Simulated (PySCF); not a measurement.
# CH6Al2Cl2O: the cost of one run

Programs: PySCF 2.14.0, with density-fitted response routines of our own. Each step states its level of theory. These are calculated values for one molecule in the gas phase, unless marked as measured. Atoms count from 0, in the outputs and in this text.

### Step 1. Starting geometry

12 atoms, charge 0, multiplicity 1; geometry from: GFN2-xTB. The atoms were then displaced at random by about 0.01 Å, so the start is not that level's minimum.

Bonds of the start (Å): C0–O1 1.39, O1–Al2 1.63, Al2–Cl3 2.25, Cl3–Al4 2.16, Al4–Cl5 2.17, Cl5–Al2 2.22, C0–H6 1.07, C0–H7 1.10, C0–H8 1.09, Al2–H9 1.51, Al4–H10 1.54, Al4–H11 1.55.

### Step 2. Relaxing the molecule at PBE0-D3(BJ)/def2-SVP

Job settings and geometry (Å):

```
{"job": {"xc": "PBE0", "basis": "def2-SVP", "d3": "d3bj", "grid": 1, "shake": 0.01, "kind": "geom"}, "charge": 0, "multiplicity": 1}
C     -2.546550    -0.939100     0.111070
O     -1.407480    -0.145540     0.059380
Al    -0.111800     0.838600    -0.018710
Cl     1.328350     0.684690     1.703930
Al     2.915700     0.200570     0.324740
Cl     1.527740     0.144690    -1.344880
H     -2.329210    -1.920510     0.467170
H     -3.274470    -0.442090     0.774280
H     -3.005570    -0.974440    -0.872170
H     -0.288240     2.314690    -0.279610
H      3.392930    -1.231830     0.636330
H      3.838280     1.442010     0.194150
```

Launch:

```console
> OMP_NUM_THREADS=1 python probes_run.py task.json out
```

This one command runs all jobs of the session in turn.

**Question.** How long does this first job take on 1 thread of Arm Neoverse V2, shared host, and how much memory does it need?

About 3 min, with a peak of 0.55 GiB.
